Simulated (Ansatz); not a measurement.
# Ga₂H₂ (singlet): the correlation ladder at a displaced geometry (v1), cc-pVTZ

The task here is to estimate one member of a computed series from the others.

Computed with Ansatz 0.2.0, Gaussian basis. Level: cc-pVTZ, core rule «outside noble gas», up to 28 orbitals frozen.

The runs, in order: UHF; CCSD(T) on RHF; CCSD(T) on UHF; BCCD(T) on RHF; CCSDT(Q) on RHF; CASSCF and NEVPT2, 8 electrons in 10 orbitals.

12 further runs of the same task are left out: 5 that didn't finish, 7 set aside as unsound or not needed.

## The geometry

The geometry is a PBE0/def2-TZVP stationary point (not a proven minimum) with its atoms shifted at random (size 0.040 Å). No spin-orbit coupling is included. The filled d shell of Ga may be among the frozen orbitals whatever the setting's name suggests; the logs give the count.

4 atoms, charge 0, spin multiplicity 1.

Atoms are counted from 1 here; the program's logs count them from 0.

Bond lengths: Ga1–H3 1.933 Å, Ga1–H4 1.895 Å, Ga2–H3 1.866 Å, Ga2–H4 1.856 Å. Angles: H3–Ga1–H4 72.3°, H3–Ga2–H4 74.8°, Ga1–H3–Ga2 105.5°, Ga1–H4–Ga2 107.4°.

As a file:

```xyz
4
charge 0, multiplicity 1
Ga    0.0023   -0.0018    1.5285
Ga    0.0015   -0.0180   -1.4952
H     0.0495    1.1384   -0.0316
H    -0.0533   -1.1186   -0.0017
```

The first run:

File in.yaml:

```yaml
crystal:
  periodic: [false, false, false]
  atoms:
    - {symbol: Ga, position_ang: [0.002337, -0.001844, 1.528524]}
    - {symbol: Ga, position_ang: [0.001504, -0.017988, -1.495235]}
    - {symbol: H, position_ang: [0.049468, 1.138389, -0.031587]}
    - {symbol: H, position_ang: [-0.053309, -1.118557, -0.001701]}
basis:
  gaussian: {orbitals: cc-pVTZ}
magnetization: {spin_polarized: true, initial_magnetization: 0}
hamiltonian: {xc: hf}
output: {orbitals: {seedname: orbitals}}
```

Started as:

```bash
> ansatz run in.yaml --threads 1 --pin off --events-out ev --progress --plain --max-ram 2393MiB
```

Among the steps run: UHF; CCSD(T) on RHF; CCSD(T) on UHF; BCCD(T) on RHF; CCSDT(Q) on RHF; CASSCF and NEVPT2, 8 electrons in 10 orbitals.

One of the session's tables, all rows but one given; the rest of the session is left out.

```
        method  from RCCSDT(Q) (meV)
           RHF               +4766.1
           UHF               +4757.6
          RMP2                     ?
         RCCSD                +189.5
      RCCSD(T)                 +36.5
       BCCD(T)                 +35.8
        RCCSDT                  +7.8
     RCCSDT(Q)                     0
CASSCF valence               +2466.5
NEVPT2 valence                +638.0
```

Estimate the missing values for RMP2.

As computed: from RCCSDT(Q) (meV): +1078.5. In the column «from RCCSDT(Q) (meV)» it lies between NEVPT2 valence (+638.0) and CASSCF valence (+2466.5).

Not comparable, so not listed: CCSD(T) on UHF (they don't share determinant, frozen orbitals or solution with the rows shown, or repeat one).

Limits of these values: Warnings: restricted reference is unstable; spin contamination.
